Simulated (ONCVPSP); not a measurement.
**Pseudopotential generation for Tm: ONCV, PBEsol**

Aim: build the potential from the settings below, then test how well it stands in for the atom: other configurations, scattering, ghost states and the plane-wave cutoff that it needs.

Program: ONCVPSP 4.0.1. Reference atom: PBEsol, scalar-relativistic, spherical and spin-unpolarised. All values are calculated.

## 1. The atom and the settings

The settings as typed:

- element: thulium (Tm, Z = 69)
- type: optimised norm-conserving Vanderbilt (ONCV)
- frozen core: [Kr] 4d10
- valence charge: 23
- reference configuration: 4f13 5s2 5p6 (charge +2)
- partial waves: 5s: rc 1.70 bohr, ncon 4, nbas 7, qcut 7.2 1/bohr, 2 projectors, debl 1.1 Ha; 5p: rc 1.75 bohr, ncon 3, nbas 6, qcut 8.1 1/bohr, 2 projectors, debl 0.8 Ha; d scattering state at 0.05 Ha: rc 1.40 bohr, ncon 3, nbas 7, qcut 5.7 1/bohr, 1 projector; 4f: rc 0.90 bohr, ncon 3, nbas 7, qcut 18.2 1/bohr, 2 projectors, debl 3.5 Ha
- local potential: polynomial inside 0.70 bohr (lpopt 5, dvloc0 0 Ha)
- core correction: Teter function, fcfact 4.75, rcfact 1.6

The outer shells as boxes (Hund's rule for the drawing; the calculation is spin-unpolarised):

```
[Kr] core
4d [↑↓][↑↓][↑↓][↑↓][↑↓]
4f [↑↓][↑↓][↑↓][↑↓][↑↓][↑↓][↑ ]
5s [↑↓]
5p [↑↓][↑↓][↑↓]
```

The nodes and maxima of the atom's own shells, from an earlier all-electron run, set the scale for the radii.

All-electron outer shells of the reference configuration (PBEsol, scalar-relativistic, ld1.x):

| shell | level (eV) | outermost node (bohr) | outermost maximum (bohr) |
| --- | --- | --- | --- |
| 5p | -41.50 | 0.64 | 1.26 |
| 4f | -17.58 | – | 0.50 |
| 6s | -14.88 | 1.47 | 2.90 |
| 5d | -13.36 | 0.72 | 1.87 |
| 6p | -10.21 | 1.77 | 3.68 |

## 2. The generation run

Tm.dat

```
# ATOM AND REFERENCE CONFIGURATION
# atsym  z   nc   nv     iexc    psfile
  Tm 69.00    9    3  -116133      upf
#
#   n    l    f
    1    0    2.00
    2    0    2.00
    2    1    6.00
    3    0    2.00
    3    1    6.00
    3    2   10.00
    4    0    2.00
    4    1    6.00
    4    2   10.00
    4    3   13.00
    5    0    2.00
    5    1    6.00
#
# PSEUDOPOTENTIAL AND OPTIMIZATION
# lmax
    3
#
#   l,   rc,      ep,       ncon, nbas, qcut
    0    1.70    0.00    4    7    7.20
    1    1.75    0.00    3    6    8.10
    2    1.40    0.05    3    7    5.70
    3    0.90    0.00    3    7   18.20
#
# LOCAL POTENTIAL
# lloc, lpopt,  rc(5),   dvloc0
    4    5    0.70    0.00
#
# VANDERBILT-KLEINMAN-BYLANDER PROJECTORs
# l, nproj, debl
    0    2    1.10
    1    2    0.80
    2    1    2.20
    3    2    3.50
#
# MODEL CORE CHARGE
# icmod, fcfact, rcfact
    3    4.75    1.60
#
# LOG DERIVATIVE ANALYSIS
# epsh1, epsh2, depsh
   -4.00    5.00    0.02
#
# OUTPUT GRID
# rlmax, drl
    6.00    0.01
#
# TEST CONFIGURATIONS
# ncnf
    4
# nvcnf
#   n    l    f
    4
    4    3   13.00
    5    0    2.00
    5    1    6.00
    6    0    2.00
#
    4
    4    3   13.00
    5    0    2.00
    5    1    6.00
    6    0    1.00
#
    3
    4    3   12.00
    5    0    2.00
    5    1    6.00
#
    4
    4    3   12.00
    5    0    2.00
    5    1    6.00
    6    0    2.00
#
```

On the command line:

```console
$ oncvpsp.x < Tm.dat > Tm.out
```

What does the calculation give? Wanted: cutoffs for 1 and 0.1 mHa per electron, occupied waves; bound ghosts; GHOST(+) flags; largest test error; largest phase difference near zero energy, channels read; rms error of d²Exc/dn², without and with the model core; projector energies reset by the program.

**Answer**, as computed:

| quantity | value |
| --- | --- |
| cutoffs for 1 and 0.1 mHa per electron, occupied waves | 143 Ha and 156 Ha |
| bound ghosts | s at -683.53 eV, p at -160.28 eV, d at -11.95 eV |
| GHOST(+) flags | d at 12 eV |
| largest test error (AE − PS) | -12 meV, for 4f12 5s2 5p6 |
| largest phase difference near zero energy, channels read | 0.032 rad |
| rms error of d²Exc/dn², without and with the model core | 6.90 and 3.05 mHa |
| projector energies reset by the program | s: -2.501, 0.250 Ha; p: -1.525, 0.250 Ha |

**Reading.** A bound ghost (s, p, d) makes it unfit for use: electrons can fall into a state that the atom doesn't have. The worst unpolarised test, 4f12 5s2 5p6, is off by 12 meV on 26.5 eV; by total energies transferability rates as good. Atomic tests can pass in spite of a ghost, since they solve only for the levels asked. By its cutoff, 143 Ha for the looser tolerance, it is very hard. At the looser tolerance the 4f wave is the slowest; 5p needs 21 Ha. Near zero energy the largest phase difference among the channels read is 0.03 rad, in the d channel. The pseudo curves have a pole with no partner nearby in the atom's: d at -0.44 Ha. The program also flags highly localised states, GHOST(+) (d). All of this concerns the isolated atom, not yet a solid.
